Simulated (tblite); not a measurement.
# H12N2Si4: the cost of one run

Programs: tblite 0.8.0 and PySCF 2.14.0. All values are calculated, for the isolated system unless a continuum is named. Atoms count from 0, parts from 1.

## (1) Starting point

18 atoms, charge 0, multiplicity 1; geometry: distance geometry start.

## (2) Geometry optimisation with GFN2-xTB

The job: settings as JSON, then the geometry in Å.

```
{"job": {"kind": "relax", "xc": "GFN2-xTB", "basis": "xTB"}, "charge": 0, "multiplicity": 1}
Si    -0.023638    -0.196871    -0.064469
Si     0.259333     1.668709    -1.458986
N      1.290793    -0.537723     0.979473
Si     2.554693    -1.259253     0.182122
N     -1.167679    -0.082898     1.196613
Si    -2.739749     0.066801     0.608505
H     -0.321219    -1.427824    -0.819431
H      0.504840     2.884816    -0.652255
H     -0.982367     1.873173    -2.263748
H      1.396823     1.434634    -2.406887
H      0.944340    -1.151030     1.702055
H      3.033530    -0.365283    -0.930379
H      2.113269    -2.585607    -0.354258
H      3.631082    -1.486246     1.158431
H     -0.919730     0.700776     1.778687
H     -2.836102     1.372396    -0.111110
H     -3.644082     0.115570     1.776376
H     -3.077021    -1.054354    -0.281290
```

With the program's defaults for keys left out, this is: GFN2-xTB geometry optimisation, gas phase.

On the command line:

```console
OMP_NUM_THREADS=1 python cluster_run.py task.json out
```

This one command runs all jobs of the session in turn.

**Question.** How long does this first job take on 1 thread of Arm Neoverse V2, shared host?

About 5.5 s.
